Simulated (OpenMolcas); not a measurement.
# Mo⁴⁺ among point charges: CASSCF and CASPT2 levels and susceptibility

Aim: the splitting of the states of Mo⁴⁺ in the field of 6 point charges, its lowest levels with spin-orbit coupling and its magnetic susceptibility.

The numbers are computed with OpenMolcas 26.06 (state-averaged CASSCF and CASPT2, spin-orbit coupling by RASSI with atomic mean-field integrals), except any that are marked as measured or tabulated.

**1. The atom as given**

- Species: Mo⁴⁺ (molybdenum, Z = 42, 38 electrons)
- Basis: ANO-RCC-VTZP [7s6p4d2f1g], 68 functions
- Scalar Hamiltonian: DKH2, point nucleus
- Inactive shells: 1s 2s 2p 3s 3p 3d 4s 4p
- Active space: 2 electrons in 5 orbitals (4d)
- Some configurations of this space: 4d2
- Orbitals: optimised for each spin and parity, averaged over all roots

The outer shells:

4d2
```
4d [↑ ][↑ ][  ][  ][  ]
```

The ion sits among 6 point charges of -1.7 e arranged as a trigonal prism (D3h), 2.06 Å from the ion, with a polar angle of 54.0° against the regular 49.1°.

Each step is its own input file, run in one work folder so that later steps find the files of earlier ones. Labels, J, g values, rates, χT and fits are worked out afterwards by a script from the matrices that RASSI stores.

**2. One- and two-electron integrals**

a.inp

```
&GATEWAY
Coord
1

Mo 0.0 0.0 0.0
Basis=ANO-RCC-VTZP
Group=NoSym
NoMove
AngMom=0.0 0.0 0.0
AMFI
XField
6 Angstrom 0
1.666786 0.000000 1.210547 -1.700000
-0.833393 1.443479 1.210547 -1.700000
-0.833393 -1.443479 1.210547 -1.700000
1.666786 0.000000 -1.210547 -1.700000
-0.833393 1.443479 -1.210547 -1.700000
-0.833393 -1.443479 -1.210547 -1.700000
&SEWARD
```

On the command line:

```sh
OMP_NUM_THREADS=1 MOLCAS_MEM=1689 MOLCAS_PROJECT=a pymolcas a.inp > a.log
```

**3. CASSCF: triplets, 10 roots**

a.inp

```
&RASSCF
FileOrb=start.orb
Symmetry=1
Spin=3
nActEl=2 0 0
Inactive=18
Ras2=5
CIRoot=10 10 1
SDav=10
CIMx=300
Iter=120 100
PrWF=0.3
OrbListing=Nothing
MaxOrb=0
>>> COPY $Project.JobIph JOB001
```

start.orb holds the contracted functions of the basis, ordered by shell, or the orbitals of the step before.

**4. CASSCF: singlets, 15 roots**

a.inp

```
&RASSCF
FileOrb=start.orb
Symmetry=1
Spin=1
nActEl=2 0 0
Inactive=18
Ras2=5
CIRoot=15 15 1
SDav=15
CIMx=300
Iter=120 100
PrWF=0.3
OrbListing=Nothing
MaxOrb=0
>>> COPY $Project.JobIph JOB002
```

**5. RASSI: spin-orbit coupling between the states**

a.inp

```
&RASSI
NrOfJobIphs=2 10 15
1 2 3 4 5 6 7 8 9 10
1 2 3 4 5 6 7 8 9 10 11 12 13 14 15
IphNames
JOB001
JOB002
EJob
SpinOrbit
DIPRint=1.0
SOCoupling=1000.0
Subsets=2
Property=9
'ANGMOM' 1 'ANGMOM' 2 'ANGMOM' 3 'MLTPL  1' 1 'MLTPL  1' 2 'MLTPL  1' 3
'AMFI' 1 'AMFI' 2 'AMFI' 3
SOProperty=3
'ANGMOM' 1 'ANGMOM' 2 'ANGMOM' 3
```

**6. CASPT2: IPEA 0.25, imaginary shift 0.1 (closed shells correlated: 4s 4p)**

a.inp

```
>>> COPY JOB001 $Project.JobIph
&CASPT2
Multistate=10 1 2 3 4 5 6 7 8 9 10
NoMult
Frozen=14
IPEA=0.25
Imaginary=0.1
MaxIter=60
WThr=0.0 0.3 0.05
PrWF=0.5
NoMix
>>> COPY JOB002 $Project.JobIph
&CASPT2
Multistate=15 1 2 3 4 5 6 7 8 9 10 11 12 13 14 15
NoMult
Frozen=14
IPEA=0.25
Imaginary=0.1
MaxIter=60
WThr=0.0 0.3 0.05
PrWF=0.5
NoMix
```

(Steps that only read results are left out.)

What does the calculation give? Wanted: spin-free ground state; first state of the same spin within the active space; lowest level; next level.

**Answer**, as computed:

```
                                            quantity                                                                        value
                                              method  SS-CASPT2, IPEA 0.25, imaginary shift 0.1 (closed shells correlated: 4s 4p)
                              spin-free ground state                                               3E, 2-fold in its orbital part
first state of the same spin within the active space                                                              3E at 4110 cm⁻¹
                                        lowest level                                               2-fold E, g = 0.00, 0.00, 0.06
                                          next level                                                                   699.0 cm⁻¹
                                         χT at 300 K                                                               0.20 cm³ K/mol
                           effective moment at 300 K                                                                      1.25 μB
```

Cost by method:

| method | time of its own steps | time with the reference |
| --- | --- | --- |
| A. CASSCF | 7.6 s | 7.6 s |
| B. SS-CASPT2, IPEA 0.25, imaginary shift 0.1, +4s 4p | 7 s | 15 s |

Times are of one thread on a shared host.

The spin-free ground state (3E) comes to 100 % from free-ion F terms and keeps the highest spin of the shell. χT at 300 K is 0.20, against 1.00 cm³ K/mol for the spin alone, so spin-orbit coupling lowers it. CASPT2 does not keep the components of a term degenerate, and the means are used. The field of point charges can differ much from that of real complexes. This is an electrostatic model: the charges have no orbitals.
